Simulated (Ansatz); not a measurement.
# H6InNO3: the cost of one run

Computed with Ansatz 0.2.0, Gaussian basis. Level: the settings change from run to run.

1 further run of the same task is left out (for a known fault of the program).

## (1) The geometry

An earlier PBE0-D4 in a triple-zeta def2 set relaxation fixed the geometry. In takes a core potential in def2 sets; no spin-orbit term is included.

SMILES `[NH3+][In-]([OH])([OH])[OH]`, 11 atoms, charge 0, spin multiplicity 1.

Atoms are counted from 1 here; the program's logs count them from 0.

Bond lengths: N1–In2 2.302 Å, N1–H6 1.014 Å, N1–H7 1.014 Å, N1–H8 1.014 Å, In2–O3 2.001 Å, In2–O4 2.001 Å, In2–O5 2.001 Å, O3–H9 0.959 Å, O4–H10 0.959 Å, O5–H11 0.959 Å. Angles: In2–N1–H6 109.9°, In2–N1–H7 110.0°, In2–N1–H8 110.0°, H6–N1–H7 109.0°, H6–N1–H8 109.0°, H7–N1–H8 109.0°, N1–In2–O3 96.2°, N1–In2–O4 96.1°, N1–In2–O5 96.3°, O3–In2–O4 118.8°, O3–In2–O5 118.8°, O4–In2–O5 118.9°, In2–O3–H9 112.3°, In2–O4–H10 112.3°, In2–O5–H11 112.3°.

Coordinates:

```tsv
atom	x (Å)	y (Å)	z (Å)
N1	-1.41111	0.56487	0.53338
In2	0.60572	-0.24745	-0.22363
O3	1.18974	-1.03907	1.51928
O4	1.35395	1.52408	-0.77820
O5	-0.15704	-1.45549	-1.62506
H6	-1.43576	1.57348	0.43340
H7	-1.53525	0.32705	1.51107
H8	-2.17074	0.16145	-0.00334
H9	2.00369	-0.64735	1.84242
H10	1.55542	1.55729	-1.71557
H11	0.06679	-2.37595	-1.47325
```

## (2) r2SCAN0/ANO-RCC-VTZP

Options: coordinates scaled by 0.92.

Contents of in.yaml:

```yaml
crystal:
  periodic: [false, false, false]
  atoms:
    - {symbol: N, position_ang: [-1.298225, 0.519681, 0.490710]}
    - {symbol: In, position_ang: [0.557261, -0.227656, -0.205740]}
    - {symbol: O, position_ang: [1.094561, -0.955946, 1.397741]}
    - {symbol: O, position_ang: [1.245633, 1.402149, -0.715943]}
    - {symbol: O, position_ang: [-0.144478, -1.339055, -1.495056]}
    - {symbol: H, position_ang: [-1.320904, 1.447603, 0.398731]}
    - {symbol: H, position_ang: [-1.412430, 0.300889, 1.390189]}
    - {symbol: H, position_ang: [-1.997078, 0.148533, -0.003077]}
    - {symbol: H, position_ang: [1.843394, -0.595561, 1.695023]}
    - {symbol: H, position_ang: [1.430986, 1.432706, -1.578324]}
    - {symbol: H, position_ang: [0.061449, -2.185874, -1.355393]}
basis:
  gaussian: {orbitals: ANO-RCC-VTZP}
hamiltonian: {xc: {name: r2SCAN0}}
```

Command:

```console
> ansatz run in.yaml --threads 4 --pin off --events-out ev --progress --plain --max-ram 10444MiB
```

What time and memory should one allow on 4 threads of Arm Neoverse V1, shared host?

About 14 s, with a peak of 0.95 GiB.
